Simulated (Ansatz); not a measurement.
**CH₃Cl₂Y: how energies converge with the basis set**

The task here is to estimate one member of a computed series from the others.

Method: one geometry, several basis sets; program: Ansatz 0.2.0, Gaussian basis.

The runs, in order: PBE0-D4/def2-SVP; ωB97M-V/def2-SVP; PBE0-D4/def2-QZVPP; ωB97M-V/def2-QZVPP; the functionals' def2-TZVPP values are taken from earlier runs.

2 further runs of the same task are left out: 2 for a known fault of the program.

**Structure used throughout**

The geometry comes from an earlier relaxation with PBE0-D4 in a triple-zeta def2 set; it is a stationary point, not always the lowest conformer. Y takes the def2 core potential; no spin-orbit term is included.

SMILES `[CH3][Y]([Cl])[Cl]`, 7 atoms, charge 0, spin multiplicity 1.

Atoms are counted from 1 here; the program's logs count them from 0.

Bond lengths: C1–Y2 2.313 Å, C1–H5 1.098 Å, C1–H6 1.097 Å, C1–H7 1.100 Å, Y2–Cl3 2.454 Å, Y2–Cl4 2.454 Å. Angles: Y2–C1–H5 112.8°, Y2–C1–H6 113.4°, Y2–C1–H7 111.0°, H5–C1–H6 107.3°, H5–C1–H7 105.7°, H6–C1–H7 106.3°, C1–Y2–Cl3 115.7°, C1–Y2–Cl4 115.3°, Cl3–Y2–Cl4 127.8°.

Set-up of the first run:

Contents of in.yaml:

```yaml
crystal:
  periodic: [false, false, false]
  atoms:
    - {symbol: C, position_ang: [-0.130215, 1.108052, -0.031262]}
    - {symbol: Y, position_ang: [0.107466, -1.183540, 0.175867]}
    - {symbol: Cl, position_ang: [2.375883, -1.977309, 0.673394]}
    - {symbol: Cl, position_ang: [-1.822317, -2.507814, -0.562004]}
    - {symbol: H, position_ang: [-1.093501, 1.471694, 0.351115]}
    - {symbol: H, position_ang: [0.657831, 1.675103, 0.479949]}
    - {symbol: H, position_ang: [-0.095136, 1.413815, -1.087059]}
basis:
  gaussian: {orbitals: def2-SVP}
hamiltonian: {xc: pbe0, dispersion: d4}
output: {orbitals: {seedname: orbitals}}
```

Launch:

```
ansatz run in.yaml --threads 2 --pin off --events-out ev --progress --plain --max-ram 32768MiB --backend cpu
```

Among the steps run: PBE0-D4 in def2-SVP; ωB97M-V in def2-SVP; PBE0-D4 in def2-QZVPP; ωB97M-V in def2-QZVPP.

One of the session's tables, all rows but one given; the rest of the session is left out.

It belongs to the step «Functionals by basis». 

```
functional       basis  HOMO (eV)  LUMO (eV)
   PBE0-D4    def2-SVP      -7.30      -2.49
   PBE0-D4  def2-TZVPP      -7.35      -2.49
   PBE0-D4  def2-QZVPP      -7.37      -2.48
   ωB97M-V    def2-SVP      -9.53      -1.03
   ωB97M-V  def2-TZVPP          ?          ?
   ωB97M-V  def2-QZVPP      -9.62      -1.09
```

Estimate the missing values for ωB97M-V, def2-TZVPP.

As computed: HOMO (eV): -9.61; LUMO (eV): -1.07. In the column «HOMO (eV)» it lies between ωB97M-V, def2-QZVPP (-9.62) and ωB97M-V, def2-SVP (-9.53).
